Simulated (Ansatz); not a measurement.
**C2H7FOSi2: up Jacob's ladder to CCSD(T)**

How much do the methods differ for C2H7FOSi2? The plan is to run it at one geometry with functionals of several rungs and with coupled cluster. The yardstick is the atomisation energy at the CCSD(T) limit.

Program: Ansatz 0.2.0, Gaussian basis. Level of theory: functionals in def2-TZVPP, the program's frozen cores in correlated methods. These are calculated values, not measurements.

The runs, in order: PBE-D4, r2SCAN-D4, PBE0-D4, B3LYP-D4, ωB97X-V, ωB97M-V, B2PLYP; CCSD(T)/def2-TZVPP; MP2/def2-QZVPP; extrapolation to the limit.

**1. The relaxed structure**

An earlier PBE0-D4 in a triple-zeta def2 set relaxation fixed the geometry.

SMILES `C=C[SiH2]O[SiH2]F`, 13 atoms, charge 0, spin multiplicity 1.

Atoms are counted from 1 here; the program's logs count them from 0.

Bond lengths: C1–C2 1.330 Å, C1–H7 1.086 Å, C1–H8 1.086 Å, C2–Si3 1.851 Å, C2–H9 1.090 Å, Si3–O4 1.642 Å, Si3–H10 1.485 Å, Si3–H11 1.489 Å, O4–Si5 1.613 Å, Si5–F6 1.597 Å, Si5–H12 1.480 Å, Si5–H13 1.477 Å. Angles: C2–C1–H7 122.0°, C2–C1–H8 121.9°, H7–C1–H8 116.1°, C1–C2–Si3 124.0°, C1–C2–H9 118.3°, Si3–C2–H9 117.8°, C2–Si3–O4 110.2°, C2–Si3–H10 110.9°, C2–Si3–H11 110.4°, O4–Si3–H10 107.7°, O4–Si3–H11 109.1°, H10–Si3–H11 108.5°, Si3–O4–Si5 150.2°, O4–Si5–F6 109.1°, O4–Si5–H12 110.9°, O4–Si5–H13 109.1°, F6–Si5–H12 107.1°, F6–Si5–H13 107.3° and more.

Geometry (Å):

```
C     0.9292   -0.0758   -1.8499
C    -0.3998   -0.0846   -1.7947
Si   -1.3719    0.2013   -0.2461
O    -0.3602    0.5141    1.0092
Si    0.6258   -0.0046    2.1759
F     2.0762   -0.2607    1.5593
H     1.5407    0.1047   -0.9709
H     1.4668   -0.2517   -2.7774
H    -0.9536   -0.2743   -2.7143
H    -2.2769    1.3687   -0.3969
H    -2.1956   -0.9956    0.0772
H     0.1555   -1.2936    2.7308
H     0.7639    1.0521    3.1980
```

**2. PBE-D4 (GGA)**

Contents of in.yaml:

```yaml
crystal:
  periodic: [false, false, false]
  atoms:
    - {symbol: C, position_ang: [0.929205, -0.075849, -1.849895]}
    - {symbol: C, position_ang: [-0.399829, -0.084572, -1.794741]}
    - {symbol: Si, position_ang: [-1.371871, 0.201339, -0.246144]}
    - {symbol: O, position_ang: [-0.360227, 0.514126, 1.009178]}
    - {symbol: Si, position_ang: [0.625834, -0.004590, 2.175893]}
    - {symbol: F, position_ang: [2.076214, -0.260736, 1.559254]}
    - {symbol: H, position_ang: [1.540684, 0.104735, -0.970870]}
    - {symbol: H, position_ang: [1.466788, -0.251731, -2.777384]}
    - {symbol: H, position_ang: [-0.953611, -0.274275, -2.714348]}
    - {symbol: H, position_ang: [-2.276941, 1.368665, -0.396922]}
    - {symbol: H, position_ang: [-2.195639, -0.995616, 0.077214]}
    - {symbol: H, position_ang: [0.155522, -1.293591, 2.730804]}
    - {symbol: H, position_ang: [0.763870, 1.052085, 3.197960]}
basis:
  gaussian: {orbitals: def2-TZVPP}
hamiltonian: {xc: pbe, dispersion: d4}
output: {forces: true, orbitals: {seedname: orbitals}}
```

Command:

```console
$ ansatz run in.yaml --threads 2 --pin off --events-out ev --progress --plain --max-ram 22528MiB --backend cuda --devices 0, --max-vram 18GiB
```

After this run come: r2SCAN-D4 (meta-GGA); PBE0-D4 (hybrid); B3LYP-D4 (hybrid); ωB97X-V (range-separated); ωB97M-V (range-separated); B2PLYP (double hybrid); CCSD(T) in def2-TZVPP; MP2 in def2-QZVPP.

**Question.** What will the summary of the whole plan be? Wanted: atomisation energy, CCSD(T)/CBS; farthest; mean size of error, hybrid; mean size of error, range-separated; gap, smallest and largest; T1 diagnostic; triples share of the correlation energy.

**Answer**, as computed:

```
                               quantity                                 value
        atomisation energy, CCSD(T)/CBS                       1215.2 kcal/mol
functionals within 6.1 kcal/mol (0.5 %)   PBE-D4, r2SCAN-D4, ωB97X-V, ωB97M-V
                               farthest               B2PLYP (-16.1 kcal/mol)
             mean size of error, hybrid                         10.0 kcal/mol
    mean size of error, range-separated                          1.2 kcal/mol
              gap, smallest and largest  5.37 eV (PBE-D4), 12.11 eV (ωB97X-V)
                          T1 diagnostic                                0.0118
triples share of the correlation energy                                 3.5 %
```

**Reading.** PBE-D4 is off by +2.5 kcal/mol. Double hybrids carry the basis error of their MP2 part in triple zeta, and no dispersion term here, so their miss is partly the set-up's. The reference freezes the cores and leaves out relativity and excitations past (T), so misses under about 6.1 kcal/mol can't be ranked. Hartree-Fock recovers 75 % of the binding; the rest is correlation. The gap grows from 5.4 to 12.1 eV across the functionals, mostly with the share of exact exchange.
